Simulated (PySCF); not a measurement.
# B⁺: excitation energies in aug-cc-pCVQZ-DK

Each state of boron is computed at each level; their differences give the excitation energy. How far do the methods differ?

Method: unrestricted determinants in a Gaussian basis, no spin-orbit coupling in the energies. Code: PySCF 2.14.0.

## Step 1: The system

* Element: boron (Z = 5)
* Basis: aug-cc-pCVQZ-DK
* Hamiltonian: the spin-free X2C one-electron Hamiltonian (Gaussian nucleus)
* State 1: B⁺: [He] 2s1 3d1, high-spin 3D determinant (an excited configuration)
* State 2: B⁺: [He] 2s1 2p1, high-spin 3P determinant (an excited configuration)
* Needed too, but not shown: B⁺ [He] 2s2 (1S)
* Methods: UHF, LDA, PBE, PBE0, r2SCAN, wB97X-V, LC-wPBE, BLYP, MP2
* Core shells frozen in the correlated runs: valence: 1s2; valence and next inner shell: nothing (for B⁺)

Outer shells as boxes (Hund's rule):

B+ [He] 2s1 3d1
```
[He] core
2s [↑ ]
3d [↑ ][  ][  ][  ][  ]
```

B+ [He] 2s1 2p1
```
[He] core
2s [↑ ]
2p [↑ ][  ][  ]
```

One driver process ran all states and methods and kept the integrals in memory. Each run is shown as a PySCF script that sums up its settings (the driver passes frozen orbitals as a list and adds second-order terms of double hybrids); the logs are those of the runs themselves. The driver starts from symmetry-adapted Hartree-Fock orbitals, holds the occupation by maximum overlap and uses a logarithmic radial grid for functionals, so a plain start would take other cycles.

The integrals over 109 functions and the set-up took 1.8 s of CPU time.

## Step 2: B⁺ [He] 2s1 3d1: the ladder of methods

UHF:

File input.py:

```python
from pyscf import gto, scf, dft, mp, cc
import basis_set_exchange as bse
mol = gto.M(atom="B 0 0 0", charge=1, spin=2, symmetry="D2h",
            basis=gto.basis.parse(bse.get_basis("aug-cc-pCVQZ-DK", elements=["B"], fmt="nwchem")),
            nucmod="G")
mf = scf.UHF(mol).sfx2c1e()
mf.irrep_nelec = {'Ag': (2, 1), 'B1g': (1, 0)}
mf.kernel()
```

LDA:

input.py, as changed from the run before:

```diff
@@ -5,3 +5,3 @@
             nucmod="G")
-mf = scf.UHF(mol).sfx2c1e()
+mf = dft.UKS(mol, xc="LDA,VWN").sfx2c1e()
 mf.irrep_nelec = {'Ag': (2, 1), 'B1g': (1, 0)}
```

PBE:

input.py, as changed from the run before:

```diff
@@ -5,3 +5,3 @@
             nucmod="G")
-mf = dft.UKS(mol, xc="LDA,VWN").sfx2c1e()
+mf = dft.UKS(mol, xc="PBE").sfx2c1e()
 mf.irrep_nelec = {'Ag': (2, 1), 'B1g': (1, 0)}
```

PBE0:

input.py, as changed from the run before:

```diff
@@ -5,3 +5,3 @@
             nucmod="G")
-mf = dft.UKS(mol, xc="PBE").sfx2c1e()
+mf = dft.UKS(mol, xc="PBE0").sfx2c1e()
 mf.irrep_nelec = {'Ag': (2, 1), 'B1g': (1, 0)}
```

r2SCAN:

input.py, as changed from the run before:

```diff
@@ -5,3 +5,3 @@
             nucmod="G")
-mf = dft.UKS(mol, xc="PBE0").sfx2c1e()
+mf = dft.UKS(mol, xc="R2SCAN").sfx2c1e()
 mf.irrep_nelec = {'Ag': (2, 1), 'B1g': (1, 0)}
```

wB97X-V:

input.py, as changed from the run before:

```diff
@@ -5,3 +5,3 @@
             nucmod="G")
-mf = dft.UKS(mol, xc="R2SCAN").sfx2c1e()
+mf = dft.UKS(mol, xc="WB97X_V").sfx2c1e()
 mf.irrep_nelec = {'Ag': (2, 1), 'B1g': (1, 0)}
```

LC-wPBE:

input.py, as changed from the run before:

```diff
@@ -5,3 +5,3 @@
             nucmod="G")
-mf = dft.UKS(mol, xc="WB97X_V").sfx2c1e()
+mf = dft.UKS(mol, xc="LC_WPBE").sfx2c1e()
 mf.irrep_nelec = {'Ag': (2, 1), 'B1g': (1, 0)}
```

BLYP:

input.py, as changed from the run before:

```diff
@@ -5,3 +5,3 @@
             nucmod="G")
-mf = dft.UKS(mol, xc="LC_WPBE").sfx2c1e()
+mf = dft.UKS(mol, xc="BLYP").sfx2c1e()
 mf.irrep_nelec = {'Ag': (2, 1), 'B1g': (1, 0)}
```

MP2 (valence):

input.py, as changed from the run before:

```diff
@@ -5,4 +5,5 @@
             nucmod="G")
-mf = dft.UKS(mol, xc="BLYP").sfx2c1e()
+mf = scf.UHF(mol).sfx2c1e()
 mf.irrep_nelec = {'Ag': (2, 1), 'B1g': (1, 0)}
 mf.kernel()
+mp.UMP2(mf, frozen=1).kernel()
```

## Step 3: B⁺ [He] 2s1 3d1, continued

MP2 (valence and next inner shell):

input.py, as its differences from that of step 2:

```diff
@@ -8,2 +8,2 @@
 mf.kernel()
-mp.UMP2(mf, frozen=1).kernel()
+mp.UMP2(mf, frozen=0).kernel()
```

## Step 4: B⁺ [He] 2s1 2p1

UHF:

input.py, as its differences from that of step 3:

```diff
@@ -6,4 +6,3 @@
 mf = scf.UHF(mol).sfx2c1e()
-mf.irrep_nelec = {'Ag': (2, 1), 'B1g': (1, 0)}
+mf.irrep_nelec = {'Ag': (2, 1), 'B2u': (1, 0)}
 mf.kernel()
-mp.UMP2(mf, frozen=0).kernel()
```

LDA:

input.py, as changed from the run before:

```diff
@@ -5,3 +5,3 @@
             nucmod="G")
-mf = scf.UHF(mol).sfx2c1e()
+mf = dft.UKS(mol, xc="LDA,VWN").sfx2c1e()
 mf.irrep_nelec = {'Ag': (2, 1), 'B2u': (1, 0)}
```

PBE:

input.py, as changed from the run before:

```diff
@@ -5,3 +5,3 @@
             nucmod="G")
-mf = dft.UKS(mol, xc="LDA,VWN").sfx2c1e()
+mf = dft.UKS(mol, xc="PBE").sfx2c1e()
 mf.irrep_nelec = {'Ag': (2, 1), 'B2u': (1, 0)}
```

PBE0:

input.py, as changed from the run before:

```diff
@@ -5,3 +5,3 @@
             nucmod="G")
-mf = dft.UKS(mol, xc="PBE").sfx2c1e()
+mf = dft.UKS(mol, xc="PBE0").sfx2c1e()
 mf.irrep_nelec = {'Ag': (2, 1), 'B2u': (1, 0)}
```

r2SCAN:

input.py, as changed from the run before:

```diff
@@ -5,3 +5,3 @@
             nucmod="G")
-mf = dft.UKS(mol, xc="PBE0").sfx2c1e()
+mf = dft.UKS(mol, xc="R2SCAN").sfx2c1e()
 mf.irrep_nelec = {'Ag': (2, 1), 'B2u': (1, 0)}
```

wB97X-V:

input.py, as changed from the run before:

```diff
@@ -5,3 +5,3 @@
             nucmod="G")
-mf = dft.UKS(mol, xc="R2SCAN").sfx2c1e()
+mf = dft.UKS(mol, xc="WB97X_V").sfx2c1e()
 mf.irrep_nelec = {'Ag': (2, 1), 'B2u': (1, 0)}
```

LC-wPBE:

input.py, as changed from the run before:

```diff
@@ -5,3 +5,3 @@
             nucmod="G")
-mf = dft.UKS(mol, xc="WB97X_V").sfx2c1e()
+mf = dft.UKS(mol, xc="LC_WPBE").sfx2c1e()
 mf.irrep_nelec = {'Ag': (2, 1), 'B2u': (1, 0)}
```

BLYP:

input.py, as changed from the run before:

```diff
@@ -5,3 +5,3 @@
             nucmod="G")
-mf = dft.UKS(mol, xc="LC_WPBE").sfx2c1e()
+mf = dft.UKS(mol, xc="BLYP").sfx2c1e()
 mf.irrep_nelec = {'Ag': (2, 1), 'B2u': (1, 0)}
```

MP2 (valence):

input.py, as changed from the run before:

```diff
@@ -5,4 +5,5 @@
             nucmod="G")
-mf = dft.UKS(mol, xc="BLYP").sfx2c1e()
+mf = scf.UHF(mol).sfx2c1e()
 mf.irrep_nelec = {'Ag': (2, 1), 'B2u': (1, 0)}
 mf.kernel()
+mp.UMP2(mf, frozen=1).kernel()
```

## Step 5: B⁺ [He] 2s1 2p1, continued

MP2 (valence and next inner shell):

input.py, as its differences from that of step 4:

```diff
@@ -8,2 +8,2 @@
 mf.kernel()
-mp.UMP2(mf, frozen=1).kernel()
+mp.UMP2(mf, frozen=0).kernel()
```

Before running it: what results should come out?

The runs gave:

| quantity | value |
| --- | --- |
| excitation energy, B⁺ → [He] 2s1 3d1 | UHF 17.206, MP2 (valence and next inner shell) 18.206 eV |
| excitation energy, B⁺ → [He] 2s1 2p1 | UHF 3.140, MP2 (valence and next inner shell) 4.091 eV; reference 4.631 |

Each level's miss (mean over 1 difference):

| method | mean absolute miss against the measured value (with the measured fine structure taken into account where it is known) (eV) |
| --- | --- |
| UHF | 1.491 |
| LDA | 0.546 |
| PBE | 0.654 |
| PBE0 | 0.692 |
| r2SCAN | 1.012 |
| wB97X-V | 0.402 |
| LC-wPBE | 0.728 |
| BLYP | 0.509 |
| MP2 (valence) | 0.542 |
| SCS-MP2 (valence) | 0.271 |
| MP2 (valence and next inner shell) | 0.540 |
| SCS-MP2 (valence and next inner shell) | 0.264 |

In words: SCS-MP2 (valence and next inner shell) lands nearest to the measured value (off by 0.26 eV), level with SCS-MP2 (valence); UHF misses by most (1.49 eV). PBE is off by -0.65 eV. All values hold for this basis alone; no basis-set limit was taken.
